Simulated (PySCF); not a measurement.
Crystal: F4S, in a box.

```
F S
1.0
    12.00000    0.00000    0.00000
     0.00000   11.00000    0.00000
     0.00000    0.00000   12.00000
F S
4 1
Direct
  0.45029 0.45106 0.58746
  0.62512 0.42979 0.53068
  0.37705 0.46476 0.41821
  0.53044 0.57403 0.44280
  0.50239 0.43930 0.46947
```

Program: PySCF 2.14.0. Alike in all runs: task atomic charges; potentials or basis pob-tzvp-rev2 (all-electron); no spin polarisation; cell as given; k mesh 1 × 1 × 1; smearing fixed.

Task: Order these runs on this cell by their band gap on the k mesh, lowest first.
A. level TM; three-centre integrals read from an earlier run's file
B. level M06-L; three-centre integrals read from an earlier run's file
C. level PBE

Result: C (5.36 eV), A (5.53 eV), B (5.97 eV).

Caveats: this is a molecule in a periodic box at the Γ point, so its band gap is the HOMO-LUMO gap; the basis of atomic orbitals isn't converged, which shifts pressures, moduli and gaps; this basis is made for solids and lacks diffuse functions, so gaps of a molecule come out too wide by an eV or more.

A k mesh can miss the band edges.

Not every run made on this cell is shown here.
